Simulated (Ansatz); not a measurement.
# One shape, several levels: GaH2Cl (SMILES [H][Ga]([H])[Cl])

Wanted: a comparison of 6 runs (HF/STO-3G, UHF/STO-3G, HSE06/STO-3G, r2SCAN/STO-3G, wB97M-V/STO-3G, UCCSD(T)/STO-3G) of GaH2Cl. 

The calculation is run with Ansatz 0.2.0.

77 further runs of the same task are left out: 31 that didn't finish, 46 set aside as unsound or not needed.

### 1 The structure to begin with

GaH2Cl has 4 atoms, charge 0, and is taken as a singlet. SMILES: `[H][Ga]([H])[Cl]`. The H2–Ga1 distance was set to 2.346 Å, away from the relaxed value. At this shape a bond of the SMILES string is far longer than usual.

Bond lengths: Ga1–Cl4 2.069 Å, Ga1–H3 1.564 Å. Angles: H3–Ga1–Cl4 121.1°.

### 2 A single-point energy at HF/STO-3G (run 1)

Input file molecule.yaml:

```yaml
crystal:
  periodic: [false, false, false]
  atoms:
    - {symbol: Ga, position_ang: [-0.724172, 0.093410, -0.006980]}
    - {symbol: H, position_ang: [1.622030, 0.103190, 0.012100]}
    - {symbol: H, position_ang: [-1.457302, 1.475070, -0.025950]}
    - {symbol: Cl, position_ang: [-1.786682, -1.681450, 0.001750]}
basis:
  gaussian:
    orbitals: STO-3G
hamiltonian:
  xc: hf
accuracy: high
```

Launch:

```
$ ansatz run molecule.yaml --threads 1 --pin off --max-ram 2610MiB --events-out events.jsonl --progress --plain --runs-dir runs
```

Log:

```text
Warning: RAYON_NUM_THREADS=1 ignored (pool sized by the plan → 1); use --threads N
Functional definition: HF
  name "HF"
  exchange = exact_x
  correlation = 0
429 factors; integrals over basis functions are off by at most 8.6e-9 eV
mean field evaluation 1: about -64122.9469 eV, gradient 1.5e1 eV
mean field evaluation 2: about -64122.9652 eV, gradient 1.5e1 eV
mean field evaluation 4: about -64124.5278 eV, gradient 1.5e0 eV
mean field evaluation 8: about -64124.5561 eV, gradient 8.7e-2 eV
mean field -64124.55640458 eV, -2356.5339826830 hartree, gradient 2.4e-8 eV, S^2 0.000000; 0 other end points of the search recorded, 0 dependent functions left out
reference -64124.55640458 eV, -2356.5339826830 hartree; 25, 25 occupied and 4, 4 virtual orbitals, 429 factors
Total energy: -64124.55640458 eV, -2356.5339826830 hartree
```

It took 0.12 s on 1 thread of AMD EPYC 9R45 (Zen 5), shared host.

### 3 The energy at UHF/STO-3G (run 2)

Input file in.yaml:

```yaml
basis:
  gaussian:
    orbitals: STO-3G
crystal:
  periodic: [false, false, false]
  atoms:
    - {symbol: Ga, position_ang: [-0.724172, 0.093410, -0.006980]}
    - {symbol: H, position_ang: [1.622030, 0.103190, 0.012100]}
    - {symbol: H, position_ang: [-1.457302, 1.475070, -0.025950]}
    - {symbol: Cl, position_ang: [-1.786682, -1.681450, 0.001750]}
hamiltonian:
  xc: hf
magnetization:
  spin_polarized: true
  initial_magnetization: 0
accuracy: high
```

Launch:

```
$ ansatz run in.yaml --threads 1 --pin off --max-ram 2610MiB --events-out events.jsonl --progress --plain --runs-dir runs
```

Log, cut to the lines that bear on the results:

```text
Warning: RAYON_NUM_THREADS=1 ignored (pool sized by the plan → 1); use --threads N
[... 2 set-up lines as earlier in the session ...]
[...]
429 factors; integrals over basis functions are off by at most 8.6e-9 eV
[...]
mean field -64127.32737547 eV, -2356.6358139848 hartree, gradient 1.9e-8 eV, S^2 1.604268; 9 other end points of the search recorded, 0 dependent functions left out
reference -64127.32737547 eV, -2356.6358139848 hartree; 25, 25 occupied and 4, 4 virtual orbitals, 429 factors
Total energy: -64127.32737547 eV, -2356.6358139848 hartree
```

It took 0.9 s on 1 thread of AMD EPYC 9R45 (Zen 5), shared host.

Runs 3 to 4 aren't shown in full; the table further down has their settings and results.

### 4 The energy at wB97M-V/STO-3G (run 5)

Input file molecule.yaml:

```yaml
crystal:
  periodic: [false, false, false]
  atoms:
    - symbol: Ga
      position_ang: [-0.724172, 0.093410, -0.006980]
    - symbol: H
      position_ang: [1.622030, 0.103190, 0.012100]
    - symbol: H
      position_ang: [-1.457302, 1.475070, -0.025950]
    - symbol: Cl
      position_ang: [-1.786682, -1.681450, 0.001750]
basis:
  gaussian:
    orbitals: STO-3G
hamiltonian:
  xc: {name: wB97M-V}
accuracy: high
```

Launch:

```
$ ansatz run molecule.yaml --threads 1 --pin off --max-ram 2610MiB --events-out events.jsonl --progress --plain --runs-dir runs
```

Log, cut to the lines that bear on the results:

```text
Warning: RAYON_NUM_THREADS=1 ignored (pool sized by the plan → 1); use --threads N
Functional definition: wB97M-V
  name "wB97M-V"
[...]
  gx(w, u) = 1 - cx + cx01*u + cx10*w
  gss(w, u) = css00 + css04*u^4 + css10*w + css20*w^2 + css43*w^4*u^3
  gos(w, u) = cos00 + cos10*w + (cos20 + cos21*u)*w^2 + (cos60 + cos61*u)*w^6
[...]
      + integral(e_c_pw_mod_opposite_spin*gos(b97_w_opposite, b97_u_opposite)) + vv10(b, c)
429 factors; integrals over basis functions are off by at most 8.6e-9 eV
132 factors; integrals over basis functions are off by at most 1.2e-9 eV
[...]
mean field -64181.99602251 eV, -2358.6448497078 hartree, gradient 2.9e-8 eV, S^2 0.000000; 12 other end points of the search recorded, 0 dependent functions left out
reference -64181.99602499 eV, -2358.6448497988 hartree; 25, 25 occupied and 4, 4 virtual orbitals, 429 factors
Total energy: -64181.99602499 eV, -2358.6448497988 hartree
```

Run time: 17 s. Hardware: 1 thread of AMD EPYC 9R45 (Zen 5), shared host; peak memory 0.29 GiB.

### 5 A single-point energy at UCCSD(T)/STO-3G (run 6)

Input file run.yaml:

```yaml
crystal:
  periodic: [false, false, false]
  atoms:
    - symbol: Ga
      position_ang: [-0.724172, 0.093410, -0.006980]
    - symbol: H
      position_ang: [1.622030, 0.103190, 0.012100]
    - symbol: H
      position_ang: [-1.457302, 1.475070, -0.025950]
    - symbol: Cl
      position_ang: [-1.786682, -1.681450, 0.001750]
basis:
  gaussian: {orbitals: STO-3G}
total_charge: 0
magnetization: {spin_polarized: true}
correlation: {method: ccsd_t, frozen_orbitals: {Cl: 5, Ga: 9, H: 0}}
accuracy: high
scf: {omitted_lower_state_checks: [cluster_reference, increment]}
```

Launch:

```
$ ansatz run run.yaml --threads 1 --pin off --max-ram 2610MiB --events-out events.jsonl --progress --plain --runs-dir runs
```

Log:

```text
Warning: RAYON_NUM_THREADS=1 ignored (pool sized by the plan → 1); use --threads N
[... 21 lines left out ...]
14 core orbitals not correlated: weight in the atoms' cores, before any rotation towards them, 0.999 or more for the frozen orbitals, at most 0.000 for the correlated occupied ones
[... 257 lines left out ...]
Total energy: -64128.99638510 eV, -2356.6971489574 hartree
Checks for a lower state left out: cluster_reference, increment
```

Wall time 1.8 s (1 thread of AMD EPYC 9R45 (Zen 5), shared host).

### 6 Overview of the runs

```csv
run,level,frozen core orbitals,energy (Eh),wall time
1,HF/STO-3G,–,-2356.533983,0.12 s
2,UHF/STO-3G,–,-2356.635814,0.9 s
3,HSE06/STO-3G,–,-2358.168462,1.4 s
4,r2SCAN/STO-3G,–,-2358.604720,3.3 s
5,wB97M-V/STO-3G,–,-2358.644850,17 s
6,UCCSD(T)/STO-3G,14,-2356.697149,1.8 s
```

### 7 Outcome

| quantity | value |
| --- | --- |
| run 6: total energy | -2356.69715 Eh |
| run 6: correlation energy (14 core orbitals frozen) | -61.3 mEh |
| run 6: (T) correction | -1.65 mEh |
| run 6: ⟨S²⟩ of the reference determinant | 1.604 |
| run 6: T1 diagnostic | 0.053 |

Totals of different functionals can't be ranked against each other. In runs 1, 2, 3, 4, 5, 6 the basis is minimal, so the values are rough. Spin contamination of the reference: run 2 ⟨S²⟩ = 1.60, run 6 ⟨S²⟩ = 1.60. Where it is this large, the reference is a mixture of spin states, and values that rest on it are in doubt. All runs together took 24 s, the longest 17 s.
